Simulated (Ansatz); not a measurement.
# GeH₄NO radical: how energies converge with the basis set

One table from this session's results is given with a row withheld; the runs are named, their logs left out.

Method: one geometry, several basis sets; program: Ansatz 0.2.0, Gaussian basis.

Levels to be run: PBE0-D4/def2-SVP; ωB97M-V/def2-SVP; PBE0-D4/def2-QZVPP; ωB97M-V/def2-QZVPP; the functionals' def2-TZVPP values are taken from earlier runs.

## Structure used throughout

An earlier PBE0-D4 in a triple-zeta def2 set relaxation fixed the geometry.

SMILES `[NH2][GeH2][O]`, 7 atoms, charge 0, spin multiplicity 2.

Atoms are counted from 1 here; the program's logs count them from 0.

Bond lengths: N1–Ge2 1.817 Å, N1–H4 1.008 Å, N1–H5 1.008 Å, Ge2–O3 1.793 Å, Ge2–H6 1.535 Å, Ge2–H7 1.543 Å. Angles: Ge2–N1–H4 118.3°, Ge2–N1–H5 116.8°, H4–N1–H5 110.9°, N1–Ge2–O3 110.0°, N1–Ge2–H6 107.3°, N1–Ge2–H7 115.6°, O3–Ge2–H6 110.1°, O3–Ge2–H7 99.3°, H6–Ge2–H7 114.2°.

The first run:

Contents of in.yaml:

```yaml
crystal:
  periodic: [false, false, false]
  atoms:
    - {symbol: N, position_ang: [-1.013648, 0.100460, -0.532571]}
    - {symbol: Ge, position_ang: [0.553295, -0.089484, 0.368294]}
    - {symbol: O, position_ang: [0.814994, -1.813202, 0.787913]}
    - {symbol: H, position_ang: [-1.028202, -0.118748, -1.516112]}
    - {symbol: H, position_ang: [-1.548727, 0.933066, -0.342326]}
    - {symbol: H, position_ang: [0.450672, 0.755316, 1.645402]}
    - {symbol: H, position_ang: [1.832816, 0.164590, -0.456302]}
basis:
  gaussian: {orbitals: def2-SVP}
magnetization: {spin_polarized: true, initial_magnetization: 1}
hamiltonian: {xc: pbe0, dispersion: d4}
output: {orbitals: {seedname: orbitals}}
```

Run with:

```
$ ansatz run in.yaml --threads 4 --pin off --events-out ev --progress --plain --max-ram 10444MiB
```

Among the steps run: PBE0-D4 in def2-SVP; ωB97M-V in def2-SVP; PBE0-D4 in def2-QZVPP; ωB97M-V in def2-QZVPP.

One of the session's tables, all rows but one given; the rest of the session is left out.

It belongs to the step «Density functionals: the series». 

| functional | basis | HOMO (eV) | LUMO (eV) |
| --- | --- | --- | --- |
| PBE0-D4 | def2-SVP | -7.47 | -3.58 |
| PBE0-D4 | def2-TZVPP | -7.70 | -3.83 |
| PBE0-D4 | def2-QZVPP | -7.75 | -3.89 |
| ωB97M-V | def2-SVP | -9.82 | -1.27 |
| ωB97M-V | def2-TZVPP | ? | ? |
| ωB97M-V | def2-QZVPP | -10.13 | -1.70 |

**Question.** Estimate the row for ωB97M-V, def2-TZVPP.

As computed: HOMO (eV): -10.07; LUMO (eV): -1.61. In the column «HOMO (eV)» it lies between ωB97M-V, def2-QZVPP (-10.13) and ωB97M-V, def2-SVP (-9.82).
